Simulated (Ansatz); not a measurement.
**Al2Co: properties of a relaxed candidate**

The task, for Al2Co: see whether it has a gap, which orbitals make up the states near it and how charge is shared.

Program: Ansatz 0.2.0. Level of theory: DFT PBE, scalar-relativistic, plane waves, PAW. These are calculated values, not measurements.

**1. The system as given**

It takes space group Fd-3m (No. 227, cubic). Conventional cell: a = 6.951 Å, b = 6.951 Å, c = 6.951 Å, α = 90.00°, β = 90.00°, γ = 90.00°. Al (site symmetry -3m) is surrounded by 6 Al at 2.46 Å. Co (site symmetry -43m) has 12 Al at 2.88 Å and 4 Co at 3.01 Å as nearest neighbours.

Structure file:

```xyz
6
Lattice="0.0000 3.4757 3.4757 3.4757 0.0000 3.4757 3.4757 3.4757 0.0000" Properties=species:S:1:pos:R:3 pbc="T T T"
Al    2.6068    2.6068    0.8689
Al    0.8689    0.8689    0.8689
Al    2.6068    0.8689    2.6068
Al    0.8689    2.6068    2.6068
Co    3.4757    3.4757    3.4757
Co    5.2135    5.2135    5.2135
```

The cell was relaxed beforehand at this level, from a database cell with other species swapped in; it needn't be the stable form of this composition. At a tolerance of 0.05 Å it has space group Fd-3m (No. 227); it has 14.00 Å³/atom, an uncorrected energy of +0.28 eV/atom over the elements.

**2. Electronic structure at the relaxed geometry**

The input, input.yaml:

```yaml
crystal:
  lattice:
    - [0.0, 3.4756882878, 3.4756882878]
    - [3.4756882878, 0.0, 3.4756882878]
    - [3.4756882878, 3.4756882878, 0.0]
  atoms:
    - { symbol: Al, position: [0.125, 0.125, 0.625] }
    - { symbol: Al, position: [0.125, 0.125, 0.125] }
    - { symbol: Al, position: [0.125, 0.625, 0.125] }
    - { symbol: Al, position: [0.625, 0.125, 0.125] }
    - { symbol: Co, position: [0.5, 0.5, 0.5], spin: 0.43 }
    - { symbol: Co, position: [0.75, 0.75, 0.75], spin: 0.43 }
basis:
  ecutwfc: 420
kpoints:
  mp_grid: { grid: [10, 10, 10] }
  band_path:
    path:
      - [[0.0, 0.0, 0.0], [0.5, 0.0, 0.5], [0.625, 0.25, 0.625]]
      - [[0.375, 0.375, 0.75], [0.0, 0.0, 0.0], [0.5, 0.5, 0.5], [0.5, 0.25, 0.75], [0.5, 0.0, 0.5]]
    npoints: 14
hamiltonian:
  xc: pbe
scf:
  occupations: { method: gaussian, width: 0.1 }
  n_extra_bands: 15
output:
  forces: true
  stress: true
  eigenvalues: true
  populations: true
  dos: { projected: true, de: 0.02, nscf_kmesh: { grid: [12, 12, 12] } }
  bader: true
  write_density: true
  write_potential: true
  elf: true
  volumetric_format: npy
magnetization:
  spin_polarized: true
checkpoint:
  read: start.run
  write: ck
  compress: false
  write_wavefunctions: false
  write_every: 100000
```

Run with:

```bash
$ ansatz run input.yaml --threads 1 --pin off --max-ram 2560MiB --backend cpu --events-out ev --progress --plain --runs-dir out
```

Q: Predict the outcome of this session. Wanted: gap; states at the Fermi level.

The runs gave:

| quantity | value |
| --- | --- |
| gap | none (metal) |
| states at the Fermi level | 4.54 per eV per cell |

It comes out metallic. Of the projected weight within 0.25 eV of the Fermi level, the largest part is Co 3d (80 %). Other magnetic orders were not searched.
